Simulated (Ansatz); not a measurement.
# C₃H₉InO: basis-set convergence

The task here is to estimate one member of a computed series from the others.

The runs use Ansatz 0.2.0, Gaussian basis; one geometry, several basis sets.

The runs, in order: PBE0-D4/def2-SVP; ωB97M-V/def2-SVP; PBE0-D4/def2-QZVPP; ωB97M-V/def2-QZVPP; the functionals' def2-TZVPP values are taken from earlier runs.

### The geometry

All runs share one geometry, relaxed beforehand with PBE0-D4 in a triple-zeta def2 set. In takes the def2 core potential; no spin-orbit term is included.

14 atoms, charge 0, spin multiplicity 1.

Atoms are counted from 1 here; the program's logs count them from 0.

Bond lengths: C1–O2 1.393 Å, C1–H6 1.099 Å, C1–H7 1.102 Å, C1–H8 1.099 Å, O2–In3 2.005 Å, In3–C4 2.144 Å, In3–C5 2.135 Å, C4–H9 1.090 Å, C4–H10 1.091 Å, C4–H11 1.091 Å, C5–H12 1.090 Å, C5–H13 1.091 Å, C5–H14 1.091 Å. Angles: O2–C1–H6 110.8°, O2–C1–H7 113.9°, O2–C1–H8 110.8°, H6–C1–H7 107.0°, H6–C1–H8 107.1°, H7–C1–H8 107.0°, C1–O2–In3 124.6°, O2–In3–C4 111.8°, O2–In3–C5 108.5°, C4–In3–C5 139.7°, In3–C4–H9 111.5°, In3–C4–H10 109.5°, In3–C4–H11 109.4°, H9–C4–H10 109.1°, H9–C4–H11 109.1°, H10–C4–H11 108.2°, In3–C5–H12 108.4°, In3–C5–H13 110.7° and more.

Geometry (Å):

```csv
atom,x (Å),y (Å),z (Å)
C1,-1.7332,0.9390,1.3640
O2,-0.6947,0.0101,1.3669
In3,0.5029,-0.3619,-0.1972
C4,-0.0061,0.8442,-1.8949
C5,1.9092,-1.8642,0.3702
H6,-1.5742,1.7039,2.1372
H7,-1.8544,1.4705,0.4061
H8,-2.6932,0.4508,1.5836
H9,0.6341,0.6223,-2.7482
H10,-1.0460,0.6624,-2.1714
H11,0.0982,1.8992,-1.6355
H12,1.7004,-2.1611,1.3975
H13,1.8286,-2.7345,-0.2826
H14,2.9284,-1.4806,0.3043
```

The first run:

in.yaml reads:

```yaml
crystal:
  periodic: [false, false, false]
  atoms:
    - {symbol: C, position_ang: [-1.733228, 0.939028, 1.363983]}
    - {symbol: O, position_ang: [-0.694698, 0.010107, 1.366944]}
    - {symbol: In, position_ang: [0.502904, -0.361946, -0.197233]}
    - {symbol: C, position_ang: [-0.006088, 0.844250, -1.894942]}
    - {symbol: C, position_ang: [1.909209, -1.864236, 0.370168]}
    - {symbol: H, position_ang: [-1.574191, 1.703872, 2.137204]}
    - {symbol: H, position_ang: [-1.854402, 1.470498, 0.406146]}
    - {symbol: H, position_ang: [-2.693194, 0.450819, 1.583631]}
    - {symbol: H, position_ang: [0.634050, 0.622333, -2.748212]}
    - {symbol: H, position_ang: [-1.045971, 0.662354, -2.171387]}
    - {symbol: H, position_ang: [0.098241, 1.899157, -1.635537]}
    - {symbol: H, position_ang: [1.700392, -2.161133, 1.397535]}
    - {symbol: H, position_ang: [1.828586, -2.734507, -0.282639]}
    - {symbol: H, position_ang: [2.928371, -1.480588, 0.304330]}
basis:
  gaussian: {orbitals: def2-SVP}
hamiltonian: {xc: pbe0, dispersion: d4}
output: {orbitals: {seedname: orbitals}}
```

Run with:

```bash
> ansatz run in.yaml --threads 4 --pin off --events-out ev --progress --plain --max-ram 10444MiB
```

Steps of the session up to this table: PBE0-D4 in def2-SVP; ωB97M-V in def2-SVP; PBE0-D4 in def2-QZVPP; ωB97M-V in def2-QZVPP.

One of the session's tables, all rows but one given; the rest of the session is left out.

It belongs to the step «Density functionals: the series». 

| functional | basis | HOMO (eV) |
| --- | --- | --- |
| PBE0-D4 | def2-SVP | -6.72 |
| PBE0-D4 | def2-TZVPP | -6.89 |
| PBE0-D4 | def2-QZVPP | ? |
| ωB97M-V | def2-SVP | -9.12 |
| ωB97M-V | def2-TZVPP | -9.31 |
| ωB97M-V | def2-QZVPP | -9.35 |

**Question.** Estimate the row for PBE0-D4, def2-QZVPP.

**Answer.** HOMO (eV): -6.92. In the column «HOMO (eV)» it lies between ωB97M-V, def2-SVP (-9.12) and PBE0-D4, def2-TZVPP (-6.89).
